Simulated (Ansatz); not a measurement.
# A workflow on GaHClO (SMILES [O][GaH][Cl])

Wanted: a series of 16 runs (UHF/STO-3G, UHF/3-21G, UHF/6-31G*, UB3LYP/6-31G*, UPBE/def2-SVP, UMP2/6-31G*) of ClGaHO. 

The calculation is run with Ansatz 0.2.0.

**1. The system as given**

GaHClO: 4 atoms, total charge 0, spin state doublet. As SMILES, `[O][GaH][Cl]`. The shape is that of a PBE0-D4/def2-TZVP optimisation. The run starts from this shape.

Bond lengths: O1–Ga2 1.796 Å, Ga2–Cl3 2.128 Å, Ga2–H4 1.543 Å. Angles: O1–Ga2–Cl3 112.7°, O1–Ga2–H4 122.7°, Cl3–Ga2–H4 124.6°.

**2. A structure relaxation at UHF/STO-3G (start density atoms) (run 1)**

File run.yaml:

```yaml
crystal:
  periodic: [false, false, false]
  atoms:
    - {symbol: O, position_ang: [-1.739800, -0.117700, -0.212200]}
    - {symbol: Ga, position_ang: [0.030900, 0.144300, -0.061200]}
    - {symbol: Cl, position_ang: [1.050700, -1.557300, 0.708800]}
    - {symbol: H, position_ang: [0.713700, 1.470500, -0.455700]}
basis:
  gaussian:
    orbitals: STO-3G
output: {orbitals: {seedname: orbitals}}
magnetization:
  spin_polarized: true
  initial_magnetization: 1
relax:
  f_tol: 0.002
hamiltonian:
  xc: hf
```

Launch:

```sh
$ ansatz run run.yaml --threads 1 --pin off --max-ram 3480MiB --events-out events.jsonl --progress --plain --runs-dir runs
```

Standard output:

```text
Warning: RAYON_NUM_THREADS=1 ignored (pool sized by the plan → 1); use --threads N
The last accepted step is kept in runs//last_step.txt (removed where the run ends without a failure and the disk answers)
[... 130 lines left out ...]
Total energy: -66123.99731091 eV, -2430.0120807208 hartree
[... 4 lines left out ...]
Dipole moment:    -0.116472     0.516582     0.018374 e Å
```

Run time: 34 s. Hardware: 1 thread of Arm Neoverse V1, shared host; peak memory 0.1 GiB.

The path in brief:

```
step  energy from the first frame kept (eV)  largest force (eV/Å)
   1                                 0.0000                1.9532
   2                                -0.0998                0.2497
   3                                -0.1034                0.0628
   4                                -0.1038                0.0655
   5                                -0.1882                0.7518
   6                                -0.3872                0.5024
   7                                -0.3427                1.4371
   8                                -0.4339                0.2477
   9                                -0.4383                0.0746
  10                                -0.4384                0.0435
  11                                -0.4387                0.0099
  12                                -0.4387                0.0047
  13                                -0.4387                0.0007
```

After the run. Bond lengths: O1–Ga2 1.801 Å, Ga2–Cl3 2.200 Å, Ga2–H4 1.517 Å. Angles: O1–Ga2–Cl3 111.8°, O1–Ga2–H4 111.2°, Cl3–Ga2–H4 108.4°.

**3. The harmonic vibrations at UHF/STO-3G (start density atoms) (run 2)**

File input.yaml:

```yaml
basis:
  gaussian: {orbitals: STO-3G}
crystal:
  periodic: [false, false, false]
  atoms:
    - {symbol: O, position_ang: [-1.694965, -0.084997, -0.376344]}
    - {symbol: Ga, position_ang: [-0.077827, 0.292589, 0.321825]}
    - {symbol: Cl, position_ang: [1.135900, -1.521209, 0.597778]}
    - {symbol: H, position_ang: [0.692392, 1.253417, -0.563559]}
magnetization: {spin_polarized: true, initial_magnetization: 1}
hamiltonian: {xc: hf}
phonons: {temperatures: {t_min: 298.15, t_max: 298.15, t_step: 1}}
```

Launch:

```sh
$ ansatz run input.yaml --threads 1 --pin off --max-ram 3480MiB --events-out events.jsonl --progress --plain --runs-dir runs
```

Standard output:

```text
Warning: RAYON_NUM_THREADS=1 ignored (pool sized by the plan → 1); use --threads N
[... 154 lines left out ...]
Total energy: -66123.99732240 eV, -2430.0120811430 hartree
[... 4 lines left out ...]
Dipole moment:    -0.116472     0.516581     0.018374 e Å
Vibrations: 186.51 446.45 527.39 577.75 775.24 2296.98 cm⁻¹, zero-point energy 0.298202 eV
```

It took 18 s on 1 thread of Arm Neoverse V1, shared host; peak memory 0.096 GiB.

Runs 3 to 15 aren't shown in full; the table further down has their settings and results.

**4. Vibrational wavenumbers at UMP2/6-31G(d) (Cartesian functions, start density atoms) (run 16)**

File job.yaml:

```yaml
crystal:
  periodic: [false, false, false]
  atoms:
    - {symbol: O, position_ang: [-1.757359, -0.105325, -0.219037]}
    - {symbol: Ga, position_ang: [0.034605, 0.135386, -0.057946]}
    - {symbol: Cl, position_ang: [1.066500, -1.561578, 0.712730]}
    - {symbol: H, position_ang: [0.711754, 1.471317, -0.456047]}
basis:
  gaussian:
    orbitals: "6-31G*"
magnetization:
  spin_polarized: true
  initial_magnetization: 1
correlation:
  method: mp2
phonons:
  temperatures:
    t_min: 298.15
    t_max: 298.15
    t_step: 1
```

Launch:

```sh
$ ansatz run job.yaml --threads 1 --pin off --max-ram 3480MiB --events-out events.jsonl --progress --plain --runs-dir runs
```

Standard output:

```text
Warning: RAYON_NUM_THREADS=1 ignored (pool sized by the plan → 1); use --threads N
[... 28 lines left out ...]
15 core orbitals not correlated: weight in the atoms' cores, before any rotation towards them, 1.000 or more for the frozen orbitals, at most 0.000 for the correlated occupied ones
[... 43 lines left out ...]
15 core orbitals not correlated: weight in the atoms' cores, before any rotation towards them, 1.000 or more for the frozen orbitals, at most 0.000 for the correlated occupied ones
[... 42 lines left out ...]
15 core orbitals not correlated: weight in the atoms' cores, before any rotation towards them, 1.000 or more for the frozen orbitals, at most 0.000 for the correlated occupied ones
[... 43 lines left out ...]
15 core orbitals not correlated: weight in the atoms' cores, before any rotation towards them, 1.000 or more for the frozen orbitals, at most 0.000 for the correlated occupied ones
[... 37 lines left out ...]
Dipole moment:     0.218150     0.352845    -0.100047 e Å
[... 1 line left out ...]
Checks for a lower state left out: cluster_reference
```

Run time: 1.9 min. Hardware: 1 thread of Arm Neoverse V1, shared host; peak memory 0.2 GiB.

**5. Overview of the runs**

```
run                                                     level         task  walk f tol  partner   energy (Eh)  dipole moment (D)   ⟨S²⟩  wall time
  1                          UHF/STO-3G (start density atoms)     optimise       0.002     base  -2430.012081               2.55  1.653       34 s
  2                          UHF/STO-3G (start density atoms)  frequencies           –     base  -2430.012081               2.55  1.653       18 s
  3                          UHF/STO-3G (start density atoms)       energy           –   cation  -2429.750835                  –  1.739      4.8 s
  4                          UHF/STO-3G (start density atoms)     optimise           –   cation  -2429.770450                  –  1.981       16 s
  5                           UHF/3-21G (start density atoms)     optimise       0.002     base  -2446.244671               3.07  0.756      9.9 s
  6                           UHF/3-21G (start density atoms)  frequencies           –     base  -2446.244671               3.07  0.756       15 s
  7                           UHF/3-21G (start density atoms)       energy           –   cation  -2445.842810                  –  1.010       12 s
  8                           UHF/3-21G (start density atoms)     optimise           –   cation  -2445.868059                  –  1.008       27 s
  9     UHF/6-31G* (Cartesian functions, start density atoms)     optimise       0.002     base  -2457.920508               2.32  0.759       22 s
 10     UHF/6-31G* (Cartesian functions, start density atoms)  frequencies           –     base  -2457.920507               2.32  0.759       43 s
 11  UB3LYP/6-31G* (Cartesian functions, start density atoms)     optimise       0.002     base  -2460.637799               2.04  0.754       36 s
 12  UB3LYP/6-31G* (Cartesian functions, start density atoms)  frequencies           –     base  -2460.637799               2.04  0.754       81 s
 13                       UPBE/def2-SVP (start density atoms)     optimise       0.002     base  -2459.855044               1.87  0.754       27 s
 14                       UPBE/def2-SVP (start density atoms)  frequencies           –     base  -2459.855044               1.87  0.754       48 s
 15    UMP2/6-31G* (Cartesian functions, start density atoms)     optimise       0.002     base  -2458.427098               2.05  0.759       30 s
 16    UMP2/6-31G* (Cartesian functions, start density atoms)  frequencies           –     base  -2458.427098               2.05  0.759    1.9 min
```

**6. What came out**

```
                                                                           quantity           value
                                                  run 16, UMP2/6-31G*: total energy  -2458.42710 Eh
                            run 16, UMP2/6-31G*: dipole moment (correlated density)          2.05 D
                  run 16, UMP2/6-31G*: correlation energy (15 core orbitals frozen)      -506.7 mEh
                             run 16, UMP2/6-31G*: ⟨S²⟩ of the reference determinant           0.759
                                      run 16, UMP2/6-31G*: largest force on an atom      0.002 eV/Å
                                    run 16, UMP2/6-31G*: lowest harmonic wavenumber        158 cm⁻¹
                                   run 16, UMP2/6-31G*: highest harmonic wavenumber       2073 cm⁻¹
                                             run 16, UMP2/6-31G*: zero-point energy     26.4 kJ/mol
                     vertical ionisation energy (to the singlet cation), UHF/STO-3G        7.109 eV
                      vertical ionisation energy (to the singlet cation), UHF/3-21G       10.935 eV
adiabatic ionisation energy (to the singlet cation, no zero-point term), UHF/STO-3G        6.575 eV
 adiabatic ionisation energy (to the singlet cation, no zero-point term), UHF/3-21G       10.248 eV
```

In words: At UHF/STO-3G: the vertical ionisation energy comes to 7.11 eV (686 kJ/mol). Only the singlet of the ionised species was computed; a triplet could lie lower. Its partner is spin-contaminated (⟨S²⟩ = 1.74 against 0.00), so the difference is in doubt. In a minimal basis such a difference can be off by several eV, whatever the method. At UHF/3-21G: removing an electron at fixed nuclei costs 10.94 eV (252 kcal/mol). Its partner is spin-contaminated (⟨S²⟩ = 1.01 against 0.00), so the difference is in doubt. Totals of different functionals can't be ranked against each other. In runs 1, 2, 3, 4 the basis is minimal, so the values are rough. Spin contamination of the reference: run 4 ⟨S²⟩ = 1.98, run 3 ⟨S²⟩ = 1.74, run 7 ⟨S²⟩ = 1.01, run 8 ⟨S²⟩ = 1.01, run 1 ⟨S²⟩ = 1.65, run 2 ⟨S²⟩ = 1.65. Where it is this large, the reference is a mixture of spin states, and values that rest on it are in doubt. All runs together took 9 min, the longest 1.9 min.
